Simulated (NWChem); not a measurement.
# Tetragonal strain in SiC (zincblende structure): splitting of valleys and valence bands

Everything below was run with NWChem. Level: LDA (Vosko), default library pseudopotentials (valence charges C 4, Si 4), cutoff 35 Ha, shifted 4×4×4 mesh, two-atom cell, no spin-orbit coupling. The cubic cell (a = 4.308 Å, near this level's equilibrium) is stretched by 1 + δ along x and y and by (1 + δ)^−2 along z, at constant volume; symmetry keeps the atoms on their sites. The table gives the lowest empty level on the line to X along z less that along x, and the single valence level at Γ less the pair from which it splits.

```csv
δ,ε_zz − ε_xx,valley splitting (eV),valence splitting (eV)
-0.020,0.0612,0.571,-0.461
-0.010,0.0303,0.284,-0.217
-0.005,0.0151,0.142,-0.105
0.005,-0.0149,-0.141,0.100
0.010,-0.0297,-0.282,0.196
0.020,-0.0588,?,?
```

Question: The valley splitting goes as Ξᵤ(ε_zz − ε_xx) and, without spin-orbit coupling, the valence splitting as 3b(ε_zz − ε_xx). Fit both through zero and predict the withheld row.

Answer: Ξᵤ ≈ 9.4 eV and 3b ≈ -7.3 eV, so b ≈ -2.4 eV; the rows leave the lines by up to 0.021 eV. Predicted against computed: valley -0.551 against -0.559 eV, valence 0.428 against 0.371 eV.
